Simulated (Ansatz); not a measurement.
# BCl3H2Se: up Jacob's ladder to CCSD(T)

How much do the methods differ for BCl3H2Se? The plan is to run it at one geometry with functionals of several rungs and with coupled cluster, and see how far each lands from CCSD(T) at the basis-set limit for the atomisation energy.

Computed with Ansatz 0.2.0, Gaussian basis. Level: functionals in def2-TZVPP, the program's frozen cores in correlated methods.

Plan: LDA (SPW92), PBE-D4, revPBE-D4, BLYP-D4, r2SCAN-D4, B97M-V, PBE0-D4, B3LYP-D4, r2SCANh-D4, r2SCAN0-D4, HSE06-D4, BHLYP-D4, CAM-B3LYP-D4, LC-ωPBE, ωB97X-V, ωB97M-V, B2PLYP, PBE-QIDH; CCSD(T)/def2-SVP; CCSD(T)/def2-TZVPP; MP2/def2-QZVPP; extrapolation to the limit; RPA on PBE.

### 1 The geometry

An earlier PBE0-D4 in a triple-zeta def2 set relaxation fixed the geometry.

SMILES `Cl[B-](Cl)(Cl)[SeH2+]`, 7 atoms, charge 0, spin multiplicity 1.

Atoms are counted from 1 here; the program's logs count them from 0.

Bond lengths: Cl1–B2 1.798 Å, B2–Cl3 1.794 Å, B2–Cl4 1.798 Å, B2–Se5 2.306 Å, Se5–H6 1.470 Å, Se5–H7 1.470 Å. Angles: Cl1–B2–Cl3 115.6°, Cl1–B2–Cl4 115.8°, Cl1–B2–Se5 100.7°, Cl3–B2–Cl4 115.6°, Cl3–B2–Se5 105.2°, Cl4–B2–Se5 100.7°, B2–Se5–H6 97.3°, B2–Se5–H7 97.2°, H6–Se5–H7 91.7°.

### 2 LDA

This LDA is Slater exchange with PW92 correlation.

in.yaml reads:

```yaml
crystal:
  periodic: [false, false, false]
  atoms:
    - {symbol: Cl, position_ang: [0.937343, -1.193881, 1.699329]}
    - {symbol: B, position_ang: [0.100451, -0.916652, 0.132040]}
    - {symbol: Cl, position_ang: [1.149163, -0.957028, -1.323477]}
    - {symbol: Cl, position_ang: [-1.506803, -1.703025, -0.047475]}
    - {symbol: Se, position_ang: [-0.527341, 1.290370, 0.366111]}
    - {symbol: H, position_ang: [0.802824, 1.884291, 0.165604]}
    - {symbol: H, position_ang: [-0.894337, 1.528025, -1.037831]}
basis:
  gaussian: {orbitals: def2-TZVPP}
hamiltonian: {xc: lda}
output: {orbitals: {seedname: orbitals}}
```

The runs that follow: PBE-D4 (GGA); revPBE-D4 (GGA); BLYP-D4 (GGA); r2SCAN-D4 (meta-GGA); B97M-V (meta-GGA); PBE0-D4 (hybrid); B3LYP-D4 (hybrid); r2SCANh-D4 (hybrid); r2SCAN0-D4 (hybrid); HSE06-D4 (hybrid); BHLYP-D4 (hybrid); CAM-B3LYP-D4 (range-separated); LC-ωPBE-D4 (range-separated); ωB97X-V (range-separated); ωB97M-V (range-separated); B2PLYP (double hybrid); PBE-QIDH (double hybrid); CCSD(T) in def2-SVP; CCSD(T) in def2-TZVPP; MP2 in def2-QZVPP; RPA on PBE orbitals.

Before running them: what should the planned runs give, taken together? Wanted: atomisation energy, CCSD(T)/CBS; farthest beyond LDA; mean size of error, GGA; mean size of error, meta-GGA; mean size of error, hybrid; mean size of error, range-separated; mean size of error, double hybrid; gap, smallest and largest; T1 diagnostic.

The runs gave:

```
                               quantity                                                          value
        atomisation energy, CCSD(T)/CBS                                                 488.9 kcal/mol
functionals within 4.9 kcal/mol (1.0 %)  revPBE-D4, r2SCANh-D4, r2SCAN0-D4, ωB97X-V, ωB97M-V, PBE-QIDH
                    farthest beyond LDA                                      BHLYP-D4 (-21.4 kcal/mol)
                mean size of error, GGA                                                   8.5 kcal/mol
           mean size of error, meta-GGA                                                   8.2 kcal/mol
             mean size of error, hybrid                                                   7.7 kcal/mol
    mean size of error, range-separated                                                   5.2 kcal/mol
      mean size of error, double hybrid                                                   6.8 kcal/mol
              gap, smallest and largest                          4.91 eV (BLYP-D4), 12.10 eV (LC-ωPBE)
                          T1 diagnostic                                                         0.0093
triples share of the correlation energy                                                          4.2 %
```

In words: LDA overbinds by 88.7 kcal/mol (18 %). PBE-D4 misses by +16.4 kcal/mol. Double hybrids carry the basis error of their MP2 part in triple zeta, and no dispersion term here, so their miss is partly the set-up's. Taken by rung, range-separated functionals do best (5.2 kcal/mol on average) and GGA ones worst beyond LDA (8.5 kcal/mol). The gap between the best rungs is small, so their order is not settled. Misses under about 4.9 kcal/mol are within the doubt on the reference itself, which lacks core-valence correlation, relativity and higher excitations, and its outer-core shells are covered unevenly. All levels share the lack of spin-orbit coupling, which lowers the free heavy atoms and so the true binding. Hartree-Fock recovers 70 % of the binding; the rest is correlation. CCSD(T) in def2-SVP is off by -31.7 kcal/mol, more than most functionals: a good method in a small basis is no reference. Orbital gaps span 4.9 to 12.1 eV; exact exchange widens them. Correlated methods include outer-core shells of Se, which these sets cover unevenly.
